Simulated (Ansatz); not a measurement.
# GaBN (doublet): PBE, r2SCAN, PBE0, B3LYP, wB97M-V over vertical spin and charge gaps and displaced geometries, cc-pVDZ

Aim: run GaBN (doublet) with these functionals over vertical spin and charge gaps and displaced geometries, and hold them against the top wave-function level at the same points.

Program: Ansatz 0.2.0, Gaussian basis. Level of theory: cc-pVDZ, all electrons in the functionals. These are calculated values, not measurements.

The runs, in order: PBE, r2SCAN, PBE0, B3LYP, wB97M-V, at charge 0, doublet; charge 0, quartet; charge 1, singlet; charge 1, triplet; displaced geometry v1; displaced geometry v2.

28 further runs of the same task are left out: 6 for a known fault of the program, 8 that didn't finish, 14 set aside as unsound or not needed.

### Step 1. The system

The geometry is a PBE0/def2-TZVP stationary point (not a proven minimum). No spin-orbit coupling is included. The filled d shell of Ga may be among the frozen orbitals whatever the setting's name suggests; the logs give the count.

3 atoms, charge 0, spin multiplicity 2.

Atoms are counted from 1 here; the program's logs count them from 0.

Bond lengths: B1–N2 1.262 Å, N2–Ga3 1.878 Å. Angles: B1–N2–Ga3 180.0°.

No dispersion term is added; wB97M-V holds VV10 nonlocal correlation. B3LYP takes the VWN-RPA correlation.

The geometry shown and the zero of energy belong to the point charge 0, doublet. The yardstick, UCCSDT(Q), and other wave-function levels (R restricted, U unrestricted, valence and pair active spaces) come from earlier runs.

### Step 2. PBE, charge 0, doublet

File in.yaml:

```yaml
crystal:
  periodic: [false, false, false]
  atoms:
    - {symbol: B, position_ang: [0.000000, 0.000000, -1.467200]}
    - {symbol: N, position_ang: [0.000000, 0.000000, -0.205200]}
    - {symbol: Ga, position_ang: [0.000000, 0.000000, 1.672400]}
basis:
  gaussian: {orbitals: cc-pVDZ}
magnetization: {spin_polarized: true, initial_magnetization: 1}
hamiltonian: {xc: {name: PBE}}
output: {orbitals: {seedname: orbitals}}
```

On the command line:

```console
$ ansatz run in.yaml --threads 1 --pin off --events-out ev --progress --plain --max-ram 2393MiB
```

The log of the run (excerpt; [...] marks lines left out):

```text
Functional definition: PBE
  name "PBE"
  cite "Perdew, Burke & Ernzerhof, Phys. Rev. Lett. 77, 3865 (1996) doi:10.1103/PhysRevLett.77.3865"
  parent pbe
[...]
730 factors; their error is unknown
[...]
mean field -54531.18370986 eV, -2003.9840387734 hartree, gradient 1.8e-5 eV, S^2 0.760704; 0 other end points of the search recorded, 0 dependent functions left out
reference -54531.18374085 eV, -2003.9840399122 hartree; 22, 21 occupied and 33, 34 virtual orbitals, 730 factors
Total energy: -54531.18374085 eV, -2003.9840399122 hartree
```

Wall time 0.54 s (1 thread of AMD EPYC 9R45, shared host).

From the report: ⟨S²⟩ of the determinant 0.761 (pure doublet: 0.75).

### Step 3. PBE, charge 0, quartet

Changes to in.yaml since step 2:

```diff
@@ -8,3 +8,3 @@
   gaussian: {orbitals: cc-pVDZ}
-magnetization: {spin_polarized: true, initial_magnetization: 1}
+magnetization: {spin_polarized: true, initial_magnetization: 3}
 hamiltonian: {xc: {name: PBE}}
```

Same command.

The log of the run (excerpt; [...] marks lines left out):

```text
Functional definition: PBE
  name "PBE"
  cite "Perdew, Burke & Ernzerhof, Phys. Rev. Lett. 77, 3865 (1996) doi:10.1103/PhysRevLett.77.3865"
  parent pbe
[...]
730 factors; their error is unknown
[...]
mean field -54527.72622366 eV, -2003.8569784990 hartree, gradient 1.4e-5 eV, S^2 3.766665; 10 other end points of the search recorded, 0 dependent functions left out
reference -54527.72625645 eV, -2003.8569797043 hartree; 23, 20 occupied and 32, 35 virtual orbitals, 730 factors
Total energy: -54527.72625645 eV, -2003.8569797043 hartree
```

It took 2.6 s on 1 thread of AMD EPYC 9R45, shared host.

From the report: ⟨S²⟩ of the determinant 3.767 (pure quartet: 3.75).

From charge 0, doublet: +79.7 kcal/mol.

### Step 4. PBE, charge 1, singlet

Changes to in.yaml since step 3:

```diff
@@ -8,3 +8,4 @@
   gaussian: {orbitals: cc-pVDZ}
-magnetization: {spin_polarized: true, initial_magnetization: 3}
+total_charge: 1
+magnetization: {spin_polarized: true, initial_magnetization: 0}
 hamiltonian: {xc: {name: PBE}}
```

Same command.

The log of the run (excerpt; [...] marks lines left out):

```text
Functional definition: PBE
  name "PBE"
  cite "Perdew, Burke & Ernzerhof, Phys. Rev. Lett. 77, 3865 (1996) doi:10.1103/PhysRevLett.77.3865"
  parent pbe
[...]
730 factors; their error is unknown
[...]
mean field -54522.07321718 eV, -2003.6492343429 hartree, gradient 7.0e-5 eV, S^2 0.676240; 7 other end points of the search recorded, 0 dependent functions left out
reference -54522.07325324 eV, -2003.6492356681 hartree; 21, 21 occupied and 34, 34 virtual orbitals, 730 factors
Total energy: -54522.07325324 eV, -2003.6492356681 hartree
```

It took 2.5 s on 1 thread of AMD EPYC 9R45, shared host.

From the report: ⟨S²⟩ of the determinant 0.676 (pure singlet: 0.00). The determinant is far from a pure spin state, so its energy mixes those of several spin states (harmless only where they are near-degenerate, as at dissociation).

From charge 0, doublet: +210.1 kcal/mol.

### Step 5. PBE, charge 1, triplet

Changes to in.yaml since step 4:

```diff
@@ -9,3 +9,3 @@
 total_charge: 1
-magnetization: {spin_polarized: true, initial_magnetization: 0}
+magnetization: {spin_polarized: true, initial_magnetization: 2}
 hamiltonian: {xc: {name: PBE}}
```

Launched as before.

The log of the run (excerpt; [...] marks lines left out):

```text
Functional definition: PBE
  name "PBE"
  cite "Perdew, Burke & Ernzerhof, Phys. Rev. Lett. 77, 3865 (1996) doi:10.1103/PhysRevLett.77.3865"
  parent pbe
[...]
730 factors; their error is unknown
[...]
mean field -54521.65272548 eV, -2003.6337815580 hartree, gradient 4.0e-6 eV, S^2 2.010102; 4 other end points of the search recorded, 0 dependent functions left out
reference -54521.65276253 eV, -2003.6337829193 hartree; 22, 20 occupied and 33, 35 virtual orbitals, 730 factors
Total energy: -54521.65276253 eV, -2003.6337829193 hartree
```

Run time: 1.1 s. Hardware: 1 thread of AMD EPYC 9R45, shared host.

From the report: ⟨S²⟩ of the determinant 2.010 (pure triplet: 2.00).

From charge 0, doublet: +219.8 kcal/mol.

### Step 6. PBE, displaced geometry v1

File in.yaml:

```yaml
crystal:
  periodic: [false, false, false]
  atoms:
    - {symbol: B, position_ang: [-0.015433, -0.009008, -1.445560]}
    - {symbol: N, position_ang: [-0.016266, -0.025151, -0.194713]}
    - {symbol: Ga, position_ang: [0.031698, 0.034159, 1.640273]}
basis:
  gaussian: {orbitals: cc-pVDZ}
magnetization: {spin_polarized: true, initial_magnetization: 1}
hamiltonian: {xc: {name: PBE}}
output: {orbitals: {seedname: orbitals}}
```

The command is unchanged.

The log of the run (excerpt; [...] marks lines left out):

```text
Functional definition: PBE
  name "PBE"
  cite "Perdew, Burke & Ernzerhof, Phys. Rev. Lett. 77, 3865 (1996) doi:10.1103/PhysRevLett.77.3865"
  parent pbe
[...]
730 factors; their error is unknown
[...]
mean field -54531.12172517 eV, -2003.9817608780 hartree, gradient 5.5e-5 eV, S^2 0.760043; 1 other end points of the search recorded, 0 dependent functions left out
reference -54531.12175616 eV, -2003.9817620170 hartree; 22, 21 occupied and 33, 34 virtual orbitals, 730 factors
Total energy: -54531.12175616 eV, -2003.9817620170 hartree
```

Wall time 0.75 s (1 thread of AMD EPYC 9R45, shared host).

From the report: ⟨S²⟩ of the determinant 0.760 (pure doublet: 0.75).

From charge 0, doublet: +1.4 kcal/mol.

### Step 7. PBE, displaced geometry v2

File in.yaml:

```yaml
crystal:
  periodic: [false, false, false]
  atoms:
    - {symbol: B, position_ang: [0.084376, 0.005225, -1.472202]}
    - {symbol: N, position_ang: [-0.080498, 0.013599, -0.198609]}
    - {symbol: Ga, position_ang: [-0.003878, -0.018825, 1.670811]}
basis:
  gaussian: {orbitals: cc-pVDZ}
magnetization: {spin_polarized: true, initial_magnetization: 1}
hamiltonian: {xc: {name: PBE}}
output: {orbitals: {seedname: orbitals}}
```

Same command.

The log of the run (excerpt; [...] marks lines left out):

```text
Functional definition: PBE
  name "PBE"
  cite "Perdew, Burke & Ernzerhof, Phys. Rev. Lett. 77, 3865 (1996) doi:10.1103/PhysRevLett.77.3865"
  parent pbe
[...]
730 factors; their error is unknown
[...]
mean field -54531.20058648 eV, -2003.9846589778 hartree, gradient 6.5e-5 eV, S^2 0.760849; 0 other end points of the search recorded, 0 dependent functions left out
reference -54531.20061753 eV, -2003.9846601190 hartree; 22, 21 occupied and 33, 34 virtual orbitals, 730 factors
Total energy: -54531.20061753 eV, -2003.9846601190 hartree
```

It took 0.51 s on 1 thread of AMD EPYC 9R45, shared host.

From the report: ⟨S²⟩ of the determinant 0.761 (pure doublet: 0.75).

From charge 0, doublet: -0.4 kcal/mol.

### Step 8. r2SCAN, charge 0, doublet

File in.yaml:

```yaml
crystal:
  periodic: [false, false, false]
  atoms:
    - {symbol: B, position_ang: [0.000000, 0.000000, -1.467200]}
    - {symbol: N, position_ang: [0.000000, 0.000000, -0.205200]}
    - {symbol: Ga, position_ang: [0.000000, 0.000000, 1.672400]}
basis:
  gaussian: {orbitals: cc-pVDZ}
magnetization: {spin_polarized: true, initial_magnetization: 1}
hamiltonian: {xc: {name: r2SCAN}}
```

Launched as before.

The log of the run (excerpt; [...] marks lines left out):

```text
Functional definition: r2SCAN
  name "r2SCAN"
  cite "Furness, Kaplan, Ning, Perdew & Sun, J. Phys. Chem. Lett. 11, 8208 (2020) doi:10.1021/acs.jpclett.0c02405"
  cite "Furness, Kaplan, Ning, Perdew & Sun, J. Phys. Chem. Lett. 11, 9248 (2020) doi:10.1021/acs.jpclett.0c03077"
  parent r2scan
[...]
730 factors; their error is unknown
[...]
mean field -54540.25507958 eV, -2004.3174054618 hartree, gradient 9.1e-6 eV, S^2 0.769395; 0 other end points of the search recorded, 0 dependent functions left out
reference -54540.25509190 eV, -2004.3174059146 hartree; 22, 21 occupied and 33, 34 virtual orbitals, 730 factors
Total energy: -54540.25509190 eV, -2004.3174059146 hartree
```

It took 1.3 s on 1 thread of AMD EPYC 9R45, shared host.

From the report: ⟨S²⟩ of the determinant 0.769 (pure doublet: 0.75).

### Step 9. r2SCAN, charge 0, quartet

Changes to in.yaml since step 8:

```diff
@@ -8,3 +8,3 @@
   gaussian: {orbitals: cc-pVDZ}
-magnetization: {spin_polarized: true, initial_magnetization: 1}
+magnetization: {spin_polarized: true, initial_magnetization: 3}
 hamiltonian: {xc: {name: r2SCAN}}
```

Same command.

The log of the run (excerpt; [...] marks lines left out):

```text
Functional definition: r2SCAN
  name "r2SCAN"
  cite "Furness, Kaplan, Ning, Perdew & Sun, J. Phys. Chem. Lett. 11, 8208 (2020) doi:10.1021/acs.jpclett.0c02405"
  cite "Furness, Kaplan, Ning, Perdew & Sun, J. Phys. Chem. Lett. 11, 9248 (2020) doi:10.1021/acs.jpclett.0c03077"
  parent r2scan
[...]
730 factors; their error is unknown
[...]
mean field -54537.04673950 eV, -2004.1995011387 hartree, gradient 5.6e-6 eV, S^2 3.781875; 8 other end points of the search recorded, 0 dependent functions left out
reference -54537.04675303 eV, -2004.1995016360 hartree; 23, 20 occupied and 32, 35 virtual orbitals, 730 factors
Total energy: -54537.04675303 eV, -2004.1995016360 hartree
```

Run time: 6 s. Hardware: 1 thread of AMD EPYC 9R45, shared host.

From the report: ⟨S²⟩ of the determinant 3.782 (pure quartet: 3.75).

From charge 0, doublet: +74.0 kcal/mol.

### Step 10. r2SCAN, charge 1, singlet

Changes to in.yaml since step 9:

```diff
@@ -8,3 +8,4 @@
   gaussian: {orbitals: cc-pVDZ}
-magnetization: {spin_polarized: true, initial_magnetization: 3}
+total_charge: 1
+magnetization: {spin_polarized: true, initial_magnetization: 0}
 hamiltonian: {xc: {name: r2SCAN}}
```

Same command.

The log of the run (excerpt; [...] marks lines left out):

```text
Functional definition: r2SCAN
  name "r2SCAN"
  cite "Furness, Kaplan, Ning, Perdew & Sun, J. Phys. Chem. Lett. 11, 8208 (2020) doi:10.1021/acs.jpclett.0c02405"
  cite "Furness, Kaplan, Ning, Perdew & Sun, J. Phys. Chem. Lett. 11, 9248 (2020) doi:10.1021/acs.jpclett.0c03077"
  parent r2scan
[...]
730 factors; their error is unknown
[...]
mean field -54531.10748216 eV, -2003.9812374573 hartree, gradient 1.3e-5 eV, S^2 0.846417; 7 other end points of the search recorded, 0 dependent functions left out
reference -54531.10749693 eV, -2003.9812379998 hartree; 21, 21 occupied and 34, 34 virtual orbitals, 730 factors
Total energy: -54531.10749693 eV, -2003.9812379998 hartree
```

It took 6 s on 1 thread of AMD EPYC 9R45, shared host.

From the report: ⟨S²⟩ of the determinant 0.846 (pure singlet: 0.00). The determinant is far from a pure spin state, so its energy mixes those of several spin states (harmless only where they are near-degenerate, as at dissociation).

From charge 0, doublet: +210.9 kcal/mol.

### Step 11. r2SCAN, charge 1, triplet

Changes to in.yaml since step 10:

```diff
@@ -9,3 +9,3 @@
 total_charge: 1
-magnetization: {spin_polarized: true, initial_magnetization: 0}
+magnetization: {spin_polarized: true, initial_magnetization: 2}
 hamiltonian: {xc: {name: r2SCAN}}
```

Same command.

The log of the run (excerpt; [...] marks lines left out):

```text
Functional definition: r2SCAN
  name "r2SCAN"
  cite "Furness, Kaplan, Ning, Perdew & Sun, J. Phys. Chem. Lett. 11, 8208 (2020) doi:10.1021/acs.jpclett.0c02405"
  cite "Furness, Kaplan, Ning, Perdew & Sun, J. Phys. Chem. Lett. 11, 9248 (2020) doi:10.1021/acs.jpclett.0c03077"
  parent r2scan
[...]
730 factors; their error is unknown
[...]
mean field -54530.82116835 eV, -2003.9707156188 hartree, gradient 4.1e-5 eV, S^2 2.017796; 4 other end points of the search recorded, 0 dependent functions left out
reference -54530.82118364 eV, -2003.9707161805 hartree; 22, 20 occupied and 33, 35 virtual orbitals, 730 factors
Total energy: -54530.82118364 eV, -2003.9707161805 hartree
```

It took 2.4 s on 1 thread of AMD EPYC 9R45, shared host.

From the report: ⟨S²⟩ of the determinant 2.018 (pure triplet: 2.00).

From charge 0, doublet: +217.6 kcal/mol.

### Step 12. r2SCAN, displaced geometry v1

File in.yaml:

```yaml
crystal:
  periodic: [false, false, false]
  atoms:
    - {symbol: B, position_ang: [-0.015433, -0.009008, -1.445560]}
    - {symbol: N, position_ang: [-0.016266, -0.025151, -0.194713]}
    - {symbol: Ga, position_ang: [0.031698, 0.034159, 1.640273]}
basis:
  gaussian: {orbitals: cc-pVDZ}
magnetization: {spin_polarized: true, initial_magnetization: 1}
hamiltonian: {xc: {name: r2SCAN}}
output: {forces: true}
```

Same command.

The log of the run:

```text
Functional definition: r2SCAN
  name "r2SCAN"
  cite "Furness, Kaplan, Ning, Perdew & Sun, J. Phys. Chem. Lett. 11, 8208 (2020) doi:10.1021/acs.jpclett.0c02405"
  cite "Furness, Kaplan, Ning, Perdew & Sun, J. Phys. Chem. Lett. 11, 9248 (2020) doi:10.1021/acs.jpclett.0c03077"
  parent r2scan
  parameter k0 = 0.174
  parameter k1 = 0.065
  parameter a1 = 4.9479
  exchange = r2scan_x(k0 = k0, k1 = k1, a1 = a1)
  correlation = r2scan_c
730 factors; their error is unknown
mean field evaluation 1: about -54526.8795 eV, gradient 4.8e1 eV
mean field evaluation 2: about -54381.7473 eV, gradient 1.2e2 eV
mean field evaluation 4: about -54517.8729 eV, gradient 4.0e1 eV
mean field evaluation 8: about -54540.2327 eV, gradient 5.1e-1 eV
mean field evaluation 16: about -54540.2139 eV, gradient 1.1e-3 eV
mean field -54540.21391913 eV, -2004.3158928431 hartree, gradient 1.6e-5 eV, S^2 0.768207; 0 other end points of the search recorded, 0 dependent functions left out
the calculation of the forces begins
reference -54540.21393138 eV, -2004.3158932935 hartree; 22, 21 occupied and 33, 34 virtual orbitals, 730 factors
Total energy: -54540.21393138 eV, -2004.3158932935 hartree
Atom 0 at    -0.015433    -0.009008    -1.445560 Å, force    -0.001700     0.021235    -2.045749 eV/Å
Atom 1 at    -0.016266    -0.025151    -0.194713 Å, force    -0.021866    -0.049435     1.064304 eV/Å
Atom 2 at     0.031698     0.034159     1.640273 Å, force     0.023566     0.028200     0.981445 eV/Å
Dipole moment:     0.003624     0.006577    -0.039207 e Å
```

Run time: 1.4 s. Hardware: 1 thread of AMD EPYC 9R45, shared host.

From the report: ⟨S²⟩ of the determinant 0.768 (pure doublet: 0.75).

From charge 0, doublet: +0.9 kcal/mol.

(Part 1 of 3 ends here.)
